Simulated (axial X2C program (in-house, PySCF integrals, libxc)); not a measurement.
# A two-component session on AsH⁺: properties at the nuclei

Wanted for AsH⁺: properties at the nuclei, at the two-component level.

The runs use an in-house X2C program for linear molecules on PySCF integrals; two-component X2C with atomic mean-field terms, As dyall-acv3z, H dyall-av3z.

All values are calculated.

### Step 1. Set-up

Input file task.json:

```json
{
 "zs": [
  33,
  1
 ],
 "q": 1,
 "bas": [
  "dyall-acv3z",
  "dyall-av3z"
 ],
 "r0": 1.53,
 "levels": [
  "PBE0",
  "HF",
  "B3LYP"
 ],
 "nst": 1,
 "ff": 1,
 "thr": -3.5,
 "nmax": 130,
 "opt": {
  "ecut": 60
 }
}
```

Keys: zs atomic numbers; q charge; bas basis sets; r0 starting distance in Å; levels methods (HF also brings MP2); nst determinants followed; ff finite-field run; thr threshold in hartree for freezing inner shells (an s shell follows its p shell); nmax most natural virtual spinors; ecut virtual cutoff in hartree.

The run is started by

```console
$ python soeom.py task.json out
```

After this run come: Expectation values, lowest determinant; Finite-field coupled cluster.

Q: Predict the outcome of this session. Wanted: lowest determinant; Eeff magnitude; Ws magnitude As; A∥/gI As; qzz As (for each run or level that gives them).

The runs gave:

```
                       quantity                                    value
             lowest determinant  Ω = 1/2 (excess of +ω over −ω: ω = 1/2)
   Eeff magnitude (GV/cm), PBE0                                   0.0485
    Ws magnitude As (kHz), PBE0                                   0.0331
           A∥/gI As (MHz), PBE0                                     2410
            qzz As (a.u.), PBE0                                    -5.88
Eeff magnitude (GV/cm), CCSD(T)                                    0.114
 Ws magnitude As (kHz), CCSD(T)                                    0.108
        A∥/gI As (MHz), CCSD(T)                                     2070
         qzz As (a.u.), CCSD(T)                                    -5.64
```

In words: In the first state, the effective field runs from 0.0392 to 0.209 GV/cm over the mean-field levels, so the levels don't agree on it. The expectation values come from single determinants, which for open shells can mix terms of unlike spin or miss the lowest Ω, so a determinant need not be a state. Eeff is the effective electric field on the electron dipole moment in this Ω state and Ws the scalar–pseudoscalar constant (defined with the proton number Z and per Ω); A∥ is the parallel hyperfine constant, which follows by multiplying with the nuclear g factor gI = μI/(I μN); qzz is the electric field gradient, eQq0 = 234.96 MHz × Q/barn × qzz. The operators were transformed with the bare-nucleus X2C matrices. Correlation of the inner shells is missing, which matters for properties at the nucleus.
